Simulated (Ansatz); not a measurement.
# C₅H₁₄N₂: vertical ionisation energy

One table from this session's results is given with a row withheld; the runs are named, their logs left out.

The runs use Ansatz 0.2.0, Gaussian basis; unrestricted cation, the program's frozen cores in correlated methods.

Levels to be run: UKS PBE-D4/def2-TZVPP; UKS r2SCAN-D4/def2-TZVPP; UKS PBE0-D4/def2-TZVPP; UKS B3LYP-D4/def2-TZVPP; UKS wB97X-V/def2-TZVPP; UKS wB97M-V/def2-TZVPP; UKS B2PLYP/def2-TZVPP; UHF-MP2/def2-TZVPP; UHF-MP2/def2-QZVPP; then −ε(HOMO) from the neutral's earlier runs with LDA (SPW92), PBE-D4, revPBE-D4, BLYP-D4, r2SCAN-D4, B97M-V, PBE0-D4, B3LYP-D4, r2SCANh-D4, r2SCAN0-D4, HSE06-D4, BHLYP-D4, CAM-B3LYP-D4, LC-ωPBE, ωB97X-V, ωB97M-V.

1 further run of the same task is left out (it didn't finish). Runs told in other sessions of the task aren't counted.

## The geometry

An earlier PBE0-D4 in a triple-zeta def2 set relaxation fixed the geometry.

SMILES `CN(C)CCCN`, 21 atoms, charge 0, spin multiplicity 1.

Atoms are counted from 1 here; the program's logs count them from 0.

Bond lengths: C1–N2 1.442 Å, C1–H8 1.092 Å, C1–H9 1.106 Å, C1–H10 1.093 Å, N2–C3 1.442 Å, N2–C4 1.451 Å, C3–H11 1.107 Å, C3–H12 1.092 Å, C3–H13 1.091 Å, C4–C5 1.520 Å, C4–H14 1.107 Å, C4–H15 1.092 Å, C5–C6 1.520 Å, C5–H16 1.094 Å, C5–H17 1.097 Å, C6–N7 1.457 Å, C6–H18 1.093 Å, C6–H19 1.101 Å and more. Angles: N2–C1–H8 109.8°, N2–C1–H9 112.9°, N2–C1–H10 109.9°, H8–C1–H9 108.1°, H8–C1–H10 108.2°, H9–C1–H10 107.7°, C1–N2–C3 110.9°, C1–N2–C4 111.5°, C3–N2–C4 112.6°, N2–C3–H11 112.6°, N2–C3–H12 109.8°, N2–C3–H13 110.8°, H11–C3–H12 108.0°, H11–C3–H13 107.9°, H12–C3–H13 107.6°, N2–C4–C5 113.1°, N2–C4–H14 111.1°, N2–C4–H15 107.7° and more.

The first run:

The input, in.yaml:

```yaml
crystal:
  periodic: [false, false, false]
  atoms:
    - {symbol: C, position_ang: [0.546772, -2.219916, 0.431629]}
    - {symbol: N, position_ang: [-0.083891, -1.087137, -0.200448]}
    - {symbol: C, position_ang: [-0.638921, -1.455029, -1.479831]}
    - {symbol: C, position_ang: [0.820952, 0.043171, -0.289575]}
    - {symbol: C, position_ang: [0.104570, 1.365933, -0.506685]}
    - {symbol: C, position_ang: [-0.796155, 1.742364, 0.658153]}
    - {symbol: N, position_ang: [-0.009041, 1.975226, 1.861506]}
    - {symbol: H, position_ang: [0.901114, -1.939783, 1.425693]}
    - {symbol: H, position_ang: [1.408135, -2.609995, -0.142842]}
    - {symbol: H, position_ang: [-0.174816, -3.033197, 0.542810]}
    - {symbol: H, position_ang: [0.135415, -1.779003, -2.201203]}
    - {symbol: H, position_ang: [-1.347132, -2.277215, -1.353815]}
    - {symbol: H, position_ang: [-1.180380, -0.617604, -1.922796]}
    - {symbol: H, position_ang: [1.573365, -0.111543, -1.086315]}
    - {symbol: H, position_ang: [1.361094, 0.110740, 0.657594]}
    - {symbol: H, position_ang: [-0.486647, 1.343829, -1.427323]}
    - {symbol: H, position_ang: [0.859795, 2.147294, -0.653817]}
    - {symbol: H, position_ang: [-1.469440, 0.903906, 0.854883]}
    - {symbol: H, position_ang: [-1.420417, 2.601537, 0.369078]}
    - {symbol: H, position_ang: [-0.606035, 2.049423, 2.674433]}
    - {symbol: H, position_ang: [0.501671, 2.847021, 1.788872]}
basis:
  gaussian: {orbitals: def2-TZVPP}
total_charge: 1
magnetization: {spin_polarized: true, initial_magnetization: 1}
hamiltonian: {xc: pbe, dispersion: d4}
```

The run is started by

```
$ ansatz run in.yaml --threads 2 --pin off --events-out ev --progress --plain --max-ram 22528MiB --backend cuda --devices 0, --max-vram 18GiB
```

Steps of the session up to this table: Cation, UKS PBE-D4/def2-TZVPP; Cation, UKS r2SCAN-D4/def2-TZVPP; Cation, UKS PBE0-D4/def2-TZVPP; Cation, UKS B3LYP-D4/def2-TZVPP; Cation, UKS wB97X-V/def2-TZVPP; Cation, UKS wB97M-V/def2-TZVPP; Cation, UKS B2PLYP (frozen core)/def2-TZVPP; Cation, UHF-MP2/def2-TZVPP; Cation, UHF-MP2/def2-QZVPP.

One of the session's tables, all rows but one given; the rest of the session is left out.

For comparison, −ε(HOMO) of the neutral from earlier runs:

```
  functional  −ε(HOMO) (eV)
 LDA (SPW92)           4.78
      PBE-D4           4.68
   revPBE-D4           4.63
     BLYP-D4           4.59
   r2SCAN-D4           4.91
      B97M-V           5.13
     PBE0-D4           6.01
    B3LYP-D4           5.82
  r2SCANh-D4           5.42
  r2SCAN0-D4              ?
    HSE06-D4           5.61
    BHLYP-D4           7.33
CAM-B3LYP-D4           7.40
     LC-ωPBE           8.68
     ωB97X-V           8.41
     ωB97M-V           8.35
```

Q: Estimate the row for r2SCAN0-D4 from the others.

Worked estimate for «−ε(HOMO) (eV)». Against the share of exact exchange, r2SCAN-D4 (0, 4.91), r2SCANh-D4 (0.1, 5.42) give a slope of 5.10 per unit share; at 0.25 the line stands at 6.18.

The run gave: −ε(HOMO) (eV): 6.19. In «−ε(HOMO) (eV)» the line misses by -0.01.
